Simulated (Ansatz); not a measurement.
Task: a ladder of methods at one geometry of C2H8GeS, SMILES C[CH2][GeH2][SH], with Ansatz 0.2.0, Python API. Give the script and its output. Settings (for the species named): r2SCAN, def2-SVP basis, multiplicity 1. The script varies functional: r2scan, r2scan0, pbe0, blyp.

`c2h8ges.xyz`
```text
12

C    -0.59270    1.37240    0.05270
C    -0.21980    0.19350    0.84230
Ge    1.00110   -0.89300   -0.19480
S     0.10710   -1.64830   -2.01390
H     0.24740    2.02840   -0.23270
H    -1.34340    2.04750    0.64150
H    -1.12640    1.10600   -0.88950
H     0.31490    0.53820    1.77710
H    -1.10370   -0.39840    1.13750
H     2.26420   -0.03600   -0.55620
H     1.48720   -2.09090    0.70900
H    -0.95880   -2.27450   -1.23890
```

Script `methods_c2h8ges.py`:
```python
"""C2H8GeS at several levels of theory."""

from dataclasses import dataclass
from pathlib import Path

import ansatz as az
import numpy as np


@dataclass(frozen=True)
class RunConfig:
    basis_set: str = "def2-SVP"


opts = RunConfig()


def main() -> None:
    geometry = az.Crystal.molecule_from_extxyz("c2h8ges.xyz")

    setup = geometry.calculation().basis(gaussian=opts.basis_set)

    print("functional    E (Ha)        dipole (D)   HOMO (eV)  LUMO (eV)")
    for name in ["r2scan", "r2scan0", "pbe0", "blyp"]:
        rep = setup.functional(name).forces().orbitals().run(runs_dir="runs").report
        lines = Path(rep["orbitals_path"]).read_text().splitlines()
        field_of = lambda key: [line.split("=")[1].strip() for line in lines if line.startswith(key)]
        orbitals = [(27.211386 * float(e), s, float(n)) for e, s, n in zip(field_of("Ene="), field_of("Spin="), field_of("Occup="))]
        homo = max(e for e, _, n in orbitals if n > 0.5)
        lumo = min(e for e, _, n in orbitals if n < 0.5)
        dipole = 4.803205 * np.linalg.norm(rep["charge_distribution"]["dipole_moment_e_ang"])
        print(f"{name:10s} {rep['free_energy_ev'] / 27.211386246:14.6f} {dipole:9.3f} {homo:11.3f} {lumo:10.3f}")


if __name__ == "__main__":
    main()
```

Running `python methods_c2h8ges.py` prints:
```text
functional    E (Ha)        dipole (D)   HOMO (eV)  LUMO (eV)
r2scan       -2555.701757     1.706      -6.185     -0.501
r2scan0      -2555.674056     1.719      -7.322      0.350
pbe0         -2555.286153     1.672      -7.124      0.159
blyp         -2555.763946     1.487      -5.658     -0.695
```

Total energies depend on the basis set; only differences at equal settings carry meaning. The geometry is a force-field or estimated start, not a minimum of this method, and the basis set is short of its limit. A lower total doesn't mark the better method: functionals have no common bound, and MP2 and coupled cluster aren't variational. Levels such as HOMO and LUMO are orbital energies: with these approximate functionals they aren't the ionisation energy and electron affinity, and their gap isn't the fundamental gap. Finished in 34 s on 1 thread of Arm Neoverse V1 (shared host), peak memory 0.37 GiB.

(Lines on the test bed's own set-up are left out of the output.)
